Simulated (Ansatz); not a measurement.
# SnSe2: the cost of one run

Program: Ansatz 0.2.0. Level of theory: DFT PBEsol, frozen-core PAW, scalar-relativistic unless said. These are calculated values, not measurements.

### 1 Starting point

It takes space group P-3m1 (No. 164, trigonal). Conventional cell: a = 3.811 Å, b = 3.811 Å, c = 6.136 Å, α = 90.00°, β = 90.00°, γ = 120.00°. Sn (site symmetry -3m) has 6 Se at 2.68 Å as nearest neighbours. Se (site symmetry 3m) has 3 Sn at 2.68 Å as nearest neighbours.

As a file:

```cif
data_structure
_symmetry_space_group_name_H-M 'P-3m1'
_symmetry_Int_Tables_number 164
_cell_length_a 3.8110
_cell_length_b 3.8110
_cell_length_c 6.1360
_cell_angle_alpha 90.000
_cell_angle_beta 90.000
_cell_angle_gamma 120.000
_cell_volume 77.18
loop_
_atom_site_label
_atom_site_type_symbol
_atom_site_symmetry_multiplicity
_atom_site_Wyckoff_symbol
_atom_site_fract_x
_atom_site_fract_y
_atom_site_fract_z
_atom_site_occupancy
Sn1 Sn 1 a 0.00000 0.00000 0.00000 1
Se1 Se 2 d 0.33333 0.66667 0.24900 1
```

Cartesian axes are those of the input's lattice vectors. The structure goes back to a database entry.

### 2 Cell and atoms relaxed, PAW

Contents of input.yaml:

```yaml
crystal:
  lattice:
    - [3.81099999999, 0.0, 0.0]
    - [-1.9055, 3.30042281381, 0.0]
    - [0.0, 0.0, 6.136]
  atoms:
    - { symbol: Sn, position: [0.0, 0.0, 0.0] }
    - { symbol: Se, position: [0.333333333333, 0.666666666667, 0.249] }
    - { symbol: Se, position: [0.666666666667, 0.333333333333, 0.751] }
kpoints:
  mp_grid: { grid: [12, 12, 6] }
scf:
  occupations: { method: fermi_dirac, width: 0.1 }
hamiltonian:
  xc: pbesol
  pseudopotentials: { kind: paw }
relax:
  f_tol: 0.002
  max_steps: 80
  cell: {}
output:
  forces: true
  stress: true
  write_density: true
  write_potential: true
  elf: true
  volumetric_format: npy
```

On the command line:

```sh
$ ansatz run input.yaml --threads 1 --pin off --max-ram 3072MiB --backend cpu --events-out ev --progress --plain --runs-dir out
```

Q: Estimate wall time and peak memory on 1 thread of Intel Xeon 6975P-C (Granite Rapids), shared host.

About 37 s, with a peak of 0.55 GiB.
